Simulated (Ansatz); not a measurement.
# GeH4: harmonic frequencies at the relaxed geometry

Aim: harmonic frequencies at the relaxed geometry, for GeH4, run from a script.

Computed with the Python package of Ansatz 0.2.0. Level of theory: PBE0/def2-TZVP.

## (1) The structure

Bond lengths: Ge1–H2 1.550 Å, Ge1–H3 1.550 Å, Ge1–H4 1.550 Å, Ge1–H5 1.550 Å. Angles: H2–Ge1–H3 109.5°, H2–Ge1–H4 109.5°, H2–Ge1–H5 109.5°, H3–Ge1–H4 109.5°, H3–Ge1–H5 109.5°, H4–Ge1–H5 109.5°.

The script holds or builds the structure itself.

## (2) The script

Contents of geh4.py:

```python
"""Vibrations and zero-point energy of GeH4."""

import itertools

import ansatz as az
from ase.data import atomic_numbers, covalent_radii
import numpy as np

system = (
    az.Crystal.molecule()
    .atom("Ge", (0.0, 0.0, 0.0))
    .atom("H", (-0.6257, -0.8936, -1.1014))
    .atom("H", (0.5799, -0.8956, 1.1245))
    .atom("H", (-1.0895, 0.9309, 0.591))
    .atom("H", (1.1354, 0.8583, -0.6141))
)

calculation = (
    system.calculation()
    .basis(gaussian="def2-TZVP")
    .functional("pbe0")
)
symbols = [site.symbol for site in system.cartesian_sites]
start = np.array([site.position_ang for site in system.cartesian_sites], dtype=float)
report = calculation.relax(force_tolerance=0.003, max_steps=100).run(threads=1, pin="off").report
end = np.array(report["positions_ang"])

# pairs closer than 1.2 times the sum of covalent radii, before or after
radius = [covalent_radii[atomic_numbers[s]] for s in symbols]
span = lambda where, i, j: np.linalg.norm(where[i] - where[j])
bonded = [(i, j) for i, j in itertools.combinations(range(len(symbols)), 2) if min(span(start, i, j), span(end, i, j)) < 1.2 * (radius[i] + radius[j])]
print("pair        before    after (A)")
for i, j in bonded:
    print(f"{symbols[i]}{i}-{symbols[j]}{j}".ljust(10), f"{span(start, i, j):8.4f} {span(end, i, j):8.4f}")
for first, second in list(itertools.combinations(bonded, 2)):
    shared = set(first) & set(second)
    if shared and symbols[(j := shared.pop())] != "H":
        i, k = sorted((set(first) | set(second)) - {j})
        u, v = end[i] - end[j], end[k] - end[j]
        angle = np.degrees(np.arccos(np.clip(u @ v / np.linalg.norm(u) / np.linalg.norm(v), -1, 1)))
        print(f"final angle {symbols[i]}{i}-{symbols[j]}{j}-{symbols[k]}{k}: {angle:.2f} deg")

# frequencies need a stationary point, so they are taken at the relaxed geometry
minimum = az.Crystal.molecule()
for symbol, place in zip(symbols, end):
    minimum = minimum.atom(symbol, place.tolist())
vibrating = minimum.calculation()
vibrating = vibrating.basis(gaussian="def2-TZVP")
vibrating = vibrating.functional("pbe0")
vibrating = vibrating.phonons(temperatures=(100, 500, 100))
vib = vibrating.run(threads=1, pin="off").report["vibrations"]
sums = vib["harmonic_sums"]
modes = [m["omega_inv_cm"] for m in sums["modes_at_gamma"] if m["rigid_motion"] == "no"]
print("frequencies (1/cm):", " ".join(f"{w:.0f}" for w in modes))
print("imaginary modes:", sum(w < 0 for w in modes), " zero-point energy:", round(sums["zero_point_energy_ev"], 4), "eV")
print("T (K)   F_vib (eV)   S_vib (meV/K)   C_vib (meV/K)")
for row in zip(sums["temperatures_k"], sums["vibrational_free_energy_ev"], vib["entropy_ev_per_k"], vib["heat_capacity_ev_per_k"]):
    print(f"{row[0]:6.1f} {row[1]:11.4f} {1000 * row[2]:13.4f} {1000 * row[3]:15.4f}")
```

## (3) What the engine is handed

The package turns the script's settings into the engine's input (first run):

```yaml
crystal:
  periodic: [false, false, false]
  atoms:
    - { symbol: Ge, position_ang: [0.0, 0.0, 0.0] }
    - { symbol: H, position_ang: [-0.6257, -0.8936, -1.1014] }
    - { symbol: H, position_ang: [0.5799, -0.8956, 1.1245] }
    - { symbol: H, position_ang: [-1.0895, 0.9309, 0.591] }
    - { symbol: H, position_ang: [1.1354, 0.8583, -0.6141] }
basis:
  gaussian:
    orbitals: def2-TZVP
hamiltonian:
  xc: pbe0
relax:
  f_tol: 0.003
  max_steps: 100
```

## (4) The run

Run with:

```bash
$ python geh4.py
```

**Question.** What results will this script give? Wanted: moves of the relaxation of run 1; energy gained in run 1; last largest force component of run 1; highest frequency; imaginary modes; zero-point energy.

The runs gave:

| quantity | value |
| --- | --- |
| runs compared | 2 |
| moves of the relaxation of run 1 | 2 |
| energy gained in run 1 | 0.008 eV |
| last largest force component of run 1 | 0.0001 eV/Å |
| highest frequency | 2175 cm⁻¹ |
| imaginary modes | 0 |
| zero-point energy | 0.806 eV |

In words: Run 1: The relaxation took 2 moves; the largest shift is 0.016 Å. All frequencies are real, so the geometry is a minimum. The values are harmonic; measured fundamentals also hold anharmonic shifts, mostly downward for stretches. The frequencies are harmonic and unscaled, in a modest basis.
